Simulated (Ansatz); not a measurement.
Born–Oppenheimer molecular dynamics of a periodic cell of 14 atoms, LiAg2F4 (host LiAg2F4, host structure Fddd). It goes on from the last frame of an earlier run, with new velocities.

Level of theory: DFT LDA, scalar-relativistic, plane waves, PAW (Ansatz). Settings: cutoff 420 eV, k mesh 2x2x2, fermi-dirac smearing 0.05 eV, no spin polarisation.

| Item | Value |
| --- | --- |
| ensemble | NVE (velocity Verlet) |
| time step | 1.5 fs |
| steps asked | 140 |
| starting velocities drawn for | 650 K |
| seed | 500812 |

First frame:

```xyz
14
Lattice="0.0000 5.2766 6.3354 3.2373 0.0000 6.3354 3.2373 5.2766 0.0000" Properties=species:S:1:pos:R:3
Li 1.797 2.600 3.472
Li 0.064 -0.169 -0.324
Ag 4.800 9.542 9.453
Ag 5.040 6.283 9.579
Ag 3.188 6.719 6.456
Ag 3.141 3.788 6.273
F 2.801 3.869 4.189
F 3.591 7.016 4.365
F 4.226 9.435 7.319
F 5.023 6.415 7.454
F 2.644 6.620 8.590
F 3.240 3.718 8.349
F 4.478 6.470 11.666
F 5.105 9.608 11.538
```

Problem. What does the run give?

Solution. All steps were run.

| Quantity | Value |
| --- | --- |
| steps done | 140 |
| time covered | 210 fs |
| mean temperature over the second half | 379 K |
| spread of the potential energy over the second half | 8.1 meV per atom |
| mean potential energy of the second half above the start | 32.5 meV per atom |

The conserved energy stayed within 0.083 meV per atom of its start (net change 0.016 meV per atom), so the integration is sound. A run of 0.21 ps of so small a system gives no equilibrium averages. Limits of this set-up: coarse k mesh.

Problem. What happens to the structure?

Solution. Mean squared displacements from the first frame to the last, about the centre of mass: Li 0.17 Å², Ag 0.08 Å², F 0.13 Å². The details hang on the random start.

Problem. How do temperature and energy run in time?

Solution. 
```csv
time (fs),T (K),potential energy less start (eV),conserved less start (meV/atom)
0.0,650,0.000,0.00
16.5,663,-0.021,-0.01
33.0,340,0.523,0.08
49.5,507,0.240,-0.02
66.0,421,0.385,0.02
82.5,379,0.456,0.02
99.0,506,0.242,-0.02
115.5,355,0.497,0.03
132.0,408,0.406,-0.03
148.5,283,0.618,0.03
165.0,312,0.568,0.01
181.5,389,0.438,0.02
198.0,474,0.296,0.01
```

The run took 9.6 min on 1 thread of Intel(R) Xeon(R) Platinum 8259CL CPU @ 2.50GHz (Skylake/Cascade Lake) (shared host), peak memory 0.67 GiB.
